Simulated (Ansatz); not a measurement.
PtSe:

```xyz
2
Lattice="0.0000 3.0374 3.0374 3.0374 0.0000 3.0374 3.0374 3.0374 0.0000" Properties=species:S:1:pos:R:3 pbc="T T T"
Pt    0.0000    0.0000    0.0000
Se    1.5187    1.5187    1.5187
```

The cell comes from a database or a generator and needn't be the stable form of this composition.

Base run:

```yaml
Program: Ansatz 0.2.0
Functional: r2SCAN
Potentials_or_basis: Ansatz PAW
Cutoff: "500 eV (not typed: the program's choice for these potentials)"
k_mesh: 8 × 8 × 8
Occupations: fermi-dirac, width 0.05 eV
Spin: no spin polarisation
```

Its results: band gap on the k mesh none (metal or under the smearing width); pressure -13.5 GPa.

Q: After a change of settings the same cell gave: band gap on the k mesh none (metal or under the smearing width); pressure -12.3 GPa. Which change was it?
A. spin from no spin polarisation to spin-orbit coupling, no magnetisation; potential files from those of the base run to others of the same set
B. hubbard terms from none to Pt d U = 8 eV; hubbard projectors from none to ortho-atomic (the default)
C. hubbard terms from none to Pt d U = 4 eV; hubbard projectors from none to ortho-atomic (the default)

A: B.

Caveats: the PAW data sets come from PBE, with cores solved anew for the run's functional, which leaves a small shift of forces and pressure; spin-orbit coupling is left out, which moves the levels of the heavy elements (some runs); U without spin polarisation on a metal has little footing (some runs); the density of states is complete only up to the lowest level of the last band computed (some runs).
